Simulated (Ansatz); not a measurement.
# CH3Al2Cl: the cost of one run

Computed with Ansatz 0.2.0, Gaussian basis. Level: the settings change from run to run.

**1. The molecule**

An earlier PBE0-D4 in a triple-zeta def2 set relaxation fixed the geometry.

SMILES `[Cl][Al]1[CH2][AlH]1`, 7 atoms, charge 0, spin multiplicity 1.

Atoms are counted from 1 here; the program's logs count them from 0.

Bond lengths: Cl1–Al2 2.103 Å, Al2–C3 1.954 Å, Al2–Al4 2.429 Å, C3–Al4 1.961 Å, C3–H5 1.091 Å, C3–H6 1.124 Å, Al4–H7 1.591 Å. Angles: Cl1–Al2–C3 134.5°, Cl1–Al2–Al4 170.5°, C3–Al2–Al4 51.8°, Al2–C3–Al4 76.7°, Al2–C3–H5 139.7°, Al2–C3–H6 88.4°, Al4–C3–H5 134.3°, Al4–C3–H6 96.4°, H5–C3–H6 108.3°, Al2–Al4–C3 51.5°, Al2–Al4–H7 162.4°, C3–Al4–H7 137.7°.

**2. RPA/pcseg-2**

This run has high accuracy.

The input, in.yaml:

```yaml
crystal:
  periodic: [false, false, false]
  atoms:
    - {symbol: Cl, position_ang: [-2.039859, -2.335167, 1.272236]}
    - {symbol: Al, position_ang: [-0.784198, -1.080626, 0.144041]}
    - {symbol: C, position_ang: [0.320638, 0.478675, 0.553695]}
    - {symbol: Al, position_ang: [0.348760, 0.407556, -1.405773]}
    - {symbol: H, position_ang: [0.384541, 1.282563, 1.287795]}
    - {symbol: H, position_ang: [1.186793, -0.218599, 0.717455]}
    - {symbol: H, position_ang: [0.644626, 1.397699, -2.615150]}
basis:
  gaussian: {orbitals: pcseg-2}
hamiltonian: {xc: {name: HF}}
correlation: {method: rpa}
accuracy: high
```

Launch:

```console
> ansatz run in.yaml --threads 2 --pin off --events-out ev --progress --plain --max-ram 4352MiB
```

Q: Estimate wall time and peak memory on 2 threads of Arm Neoverse V2, shared host.

About 12 s, with a peak of 0.93 GiB.
